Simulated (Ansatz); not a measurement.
# SrGaSi: the cost of one run

Program: Ansatz 0.2.0. Level of theory: DFT LDA, scalar-relativistic, plane waves, PAW. These are calculated values, not measurements.

**1. Starting point**

It takes space group P-6m2 (No. 187, hexagonal). The conventional cell has a = 4.214 Å, b = 4.214 Å, c = 4.723 Å, α = 90.00°, β = 90.00°, γ = 120.00°. Sr (site symmetry -6m2) has 6 Ga at 3.39 Å and 6 Si at 3.39 Å as nearest neighbours. Ga (site symmetry -6m2) is surrounded by 3 Si at 2.43 Å. Si (site symmetry -6m2) is surrounded by 3 Ga at 2.43 Å and 6 Sr at 3.39 Å.

As a file:

```
Sr Ga Si
1.0
     4.21352    0.00000    0.00000
    -2.10676    3.64902    0.00000
     0.00000    0.00000    4.72261
Sr Ga Si
1 1 1
Cartesian
  0.0000 0.0000 0.0000
  0.0000 2.4327 2.3613
  2.1068 1.2163 2.3613
```

It goes back to an entry of the Materials Project, which need not be the stable form.

This cell was relaxed beforehand with the same method: volume 24.20 Å³/atom, gap on the mesh none (metal).

**2. The cell under LDA**

input.yaml

```yaml
crystal:
  lattice:
    - [4.2135241076, 0.0, 0.0]
    - [-2.1067620538, 3.6490189167, 0.0]
    - [0.0, 0.0, 4.7226059731]
  atoms:
    - { symbol: Sr, position: [0.0, 0.0, 0.0] }
    - { symbol: Ga, position: [0.3333333333, 0.6666666667, 0.5] }
    - { symbol: Si, position: [0.6666666667, 0.3333333333, 0.5] }
basis:
  ecutwfc: 420
kpoints:
  mp_grid: { grid: [12, 12, 10] }
hamiltonian:
  xc: lda
scf:
  occupations: { method: gaussian, width: 0.1 }
output:
  forces: true
  stress: true
  eigenvalues: true
relax:
  adjacent_minimum: "off"
  f_tol: 0.005
  max_steps: 50
  cell: { stress_tol: 0.05 }
```

Run with:

```sh
$ ansatz run input.yaml --threads 1 --pin off --max-ram 2560MiB --backend cpu --events-out ev --progress --plain --runs-dir out
```

What time and memory should one allow on 1 thread of Arm Neoverse V2, shared host?

About 70 s, with a peak of 0.47 GiB.
